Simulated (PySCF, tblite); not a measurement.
**C6H13BO2Si: geometry, infrared bands and NMR shifts**

Aim: predict the infrared bands and NMR shifts of C6H13BO2Si (`CC[SiH2]C1=CO[B@H-](C)[O+]=C1`).

Computed with tblite 0.8.0 and PySCF 2.14.0, with density-fitted response routines of our own, on a single molecule in the gas phase. Atoms are numbered from 0 throughout.

## (1) The starting structure

23 atoms, charge 0, multiplicity 1; geometry from: force field or distance geometry start.

Bonds of the start (Å): C0–C1 1.52, C1–Si2 1.87, Si2–C3 1.84, C3–C4 1.35, C4–O5 1.39, O5–B6 1.51, B6–C7 1.61, B6–O8 1.50, O8–C9 1.28, C9–C3 1.47, C0–H10 1.12, C0–H11 1.11, C0–H12 1.10, C1–H13 1.12, C1–H14 1.10, Si2–H15 1.46, Si2–H16 1.48, C4–H17 1.09, B6–H18 1.18, C7–H19 1.11, C7–H20 1.11, C7–H21 1.10, C9–H22 1.08.

## (2) Geometry optimisation with GFN2-xTB

What the job is given:

```
{"job": {"kind": "relax", "xc": "GFN2-xTB", "basis": "xTB"}, "charge": 0, "multiplicity": 1}
C     -2.891000     0.192100     1.004400
C     -2.743600    -1.107300     0.229600
Si    -1.647100    -0.883400    -1.269400
C      0.031800    -0.334500    -0.760900
C      0.927700    -1.235900    -0.315700
O      2.182400    -0.820700     0.121600
B      2.682200     0.586600    -0.102800
C      3.503800     1.088600     1.185700
O      1.522100     1.503800    -0.359500
C      0.355300     1.094900    -0.678500
H     -3.567200     0.030000     1.877900
H     -3.358200     0.968800     0.356100
H     -1.919500     0.553700     1.383500
H     -2.272400    -1.877100     0.896100
H     -3.738600    -1.466700    -0.085800
H     -1.564200    -2.152400    -1.988700
H     -2.250000     0.141200    -2.148500
H      0.684600    -2.294600    -0.297100
H      3.395000     0.592800    -1.047700
H      2.841300     1.081300     2.079000
H      3.867700     2.120900     1.011700
H      4.359200     0.412100     1.363600
H     -0.406000     1.832800    -0.880400
```

Launch:

```bash
$ OMP_NUM_THREADS=1 python probes_run.py task.json out
```

One launch serves the whole session: the jobs run in the order shown.

**Question.** This job is followed by: GFN2-xTB harmonic vibrations, gas phase; GIAO PBE0/pcSseg-1 NMR shielding, non-relativistic, gas phase. Predict these results of the whole session: strongest single infrared mode (GFN2-xTB); zero-point energy (GFN2-xTB); 13C shifts against TMS (PBE0/pcSseg-1); 1H shifts against TMS (PBE0/pcSseg-1, means over atoms taken as alike); 29Si shifts against TMS (PBE0/pcSseg-1); 17O shifts against H2O (PBE0/pcSseg-1); 11B shifts against BF3·OEt2 (PBE0/pcSseg-1).

**Answer**, as computed:

| quantity | value |
| --- | --- |
| strongest single infrared mode (GFN2-xTB) | 1630 cm⁻¹, 802 km/mol |
| zero-point energy (GFN2-xTB) | 111.5 kcal/mol |
| 13C shifts against TMS (PBE0/pcSseg-1) | 191.5, 191.3, 103.4, 9.9, 9.5, 6.5 ppm |
| 1H shifts against TMS (PBE0/pcSseg-1, means over atoms taken as alike) | 7.83, 7.82, 4.48, 4.22, 4.21, 1.13, 0.77, 0.68, 0.14 ppm |
| 29Si shifts against TMS (PBE0/pcSseg-1) | -40.5 ppm |
| 17O shifts against H2O (PBE0/pcSseg-1) | 308.4, 306.2 ppm |
| 11B shifts against BF3·OEt2 (PBE0/pcSseg-1) | 5.5 ppm |

In words: The optimisation took 132 steps and gained 0.773 eV; among the close pairs (by a distance rule), C4–O5 changed most, from 1.392 to 1.260 Å. All 63 modes are real, so the xTB geometry is a minimum. The strongest single mode, at 1630 cm⁻¹, is carried by C4, C9, O5, O8. Unscaled tight-binding wavenumbers are off by several per cent, some by more. Its intensities can rank the bands wrongly. C9 (aldehyde carbonyl carbon) lies farthest downfield among carbon, at 191.5 ppm; the double bond to the heteroatom, with no lone-pair donor beside it, deshields it most. H17 (hydrogen on an alkene carbon bearing oxygen) lies farthest downfield among hydrogen, at 7.83 ppm; attached to an sp2 carbon and in the plane of the double bond.
